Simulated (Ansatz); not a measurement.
# GaHCl₂ (SMILES [Cl][GaH][Cl]): single points off equilibrium

An exercise on one series of results from a longer session: the logs are not shown, and one member is left open.

Program: Ansatz 0.2.0, Gaussian basis. Level of theory: single points in def2-TZVPP. These are calculated values, not measurements.

Correlated methods freeze the cores. Filled d shells of the heavier atoms are correlated.

## Where the work starts

SMILES `[Cl][GaH][Cl]`, 4 atoms, charge 0, spin multiplicity 1.

Atoms are counted from 1 here; the program's logs count them from 0.

Bond lengths: Cl1–Ga2 2.088 Å, Ga2–Cl3 2.072 Å, Ga2–H4 1.555 Å. Angles: Cl1–Ga2–Cl3 119.1°, Cl1–Ga2–H4 121.7°, Cl3–Ga2–H4 119.3°.

As a file:

```mol
Cl2GaH
  3D, bonds by distance, orders not assigned

  4  3  0  0  0  0  0  0  0  0999 V2000
   -1.9245   -0.0647   -0.5849 Cl  0  0
    0.0762    0.1132   -0.0139 Ga  0  0
    1.0393   -1.5294    0.8037 Cl  0  0
    0.8626    1.4424   -0.1975 H   0  0
  1  2  8  0
  2  3  8  0
  2  4  8  0
M  END
```

The first run:

run/in.yaml reads:

```yaml
crystal:
  periodic: [false, false, false]
  atoms:
    - {symbol: Cl, position_ang: [-1.924500, -0.064700, -0.584900]}
    - {symbol: Ga, position_ang: [0.076200, 0.113200, -0.013900]}
    - {symbol: Cl, position_ang: [1.039300, -1.529400, 0.803700]}
    - {symbol: H, position_ang: [0.862600, 1.442400, -0.197500]}
basis:
  gaussian: {orbitals: def2-TZVPP}
correlation: {method: ccsd_t}
output: {forces: true}
```

No record of the launch command was kept for these runs.

Steps of the session up to this table: CCSD(T)/def2-TZVPP; PBE0-D4/def2-TZVPP; wB97M-V/def2-TZVPP; r2SCAN-D4/def2-TZVPP; PBE-D4/def2-TZVPP; B97M-V/def2-TZVPP; revPBE-D4/def2-TZVPP.

One of the session's tables, all rows but one given; the rest of the session is left out.

```
   method  RMS force component (eV/Å)  angle to CCSD(T) forces (°)  dipole (D)
  CCSD(T)                       0.583                    reference        1.21
  PBE0-D4                           ?                            ?           ?
  wB97M-V                       0.561                          3.0        1.27
r2SCAN-D4                       0.523                          3.0        1.25
   PBE-D4                       0.621                          7.4        1.18
   B97M-V                       0.494                          2.3        1.12
revPBE-D4                       0.686                          9.0        1.16
```

**Question.** Estimate the row for PBE0-D4.

As computed: RMS force component (eV/Å): 0.517; angle to CCSD(T) forces (°): 1.9; dipole (D): 1.28. In the column «RMS force component (eV/Å)» it lies between B97M-V (0.494) and r2SCAN-D4 (0.523).
